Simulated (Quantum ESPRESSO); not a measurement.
Runs of Quantum ESPRESSO 7.5 on Ge2Sb2Te5. It takes space group P-3m1 (No. 164, trigonal). Conventional cell: a = 4.225 Å, b = 4.225 Å, c = 17.240 Å, α = 90.00°, β = 90.00°, γ = 120.00°. Te (site symmetry -3m) is surrounded by 6 Ge at 3.05 Å. Ge (site symmetry 3m) is surrounded by 6 Te at 2.99 to 3.05 Å. Around Te (site symmetry 3m) lie 3 Ge at 2.99 Å and 3 Sb at 3.20 Å. Around Sb (site symmetry 3m) lie 6 Te at 2.90 to 3.20 Å. Around Te (site symmetry 3m) lie 3 Sb at 2.90 Å. The cell was built by a generator and needn't be a form met in nature.

| level | potentials or basis | cutoff (eV) | gap on the mesh (eV) | pressure (GPa) | largest force (eV/Å) |
| --- | --- | --- | --- | --- | --- |
| vdW-DF-cx | SSSP 1.3 efficiency PBE | 748 | 0.09 | 0.0 | 0.01 |
| PBEsol | PseudoDojo 0.4.1 SR PBEsol standard | 1088 | 0.13 | 0.0 | 0.01 |
| rev-vdW-DF2 | SSSP 1.3 efficiency PBE | 748 | 0.23 | 0.0 | - |
| optB86b-vdW | SSSP 1.3 efficiency PBE | 748 | (a) | 0.0 | 0.01 |

Alike in all rows: task relaxation of cell and atoms; no spin polarisation; cell relaxed to 0.3 kbar; k mesh 9 × 9 × 2; smearing gaussian 0.05 eV.

Problem. Fill in the values left out.

Solution. (a) 0.20.

Caveats: spin-orbit coupling is left out, which moves the levels of the heavy elements; an odd mesh through Γ misses points on the zone boundary, where band edges often lie; the potentials were made for another functional, which shifts forces and pressure (some runs); this functional lacks dispersion, which binds the layers, so the pressure and a relaxed spacing across them are unreliable (some runs).

A k mesh can miss the band edges, and the runs leave out spin-orbit coupling on Ge, Sb, Te.

The runs don't all hold the same shells in valence.
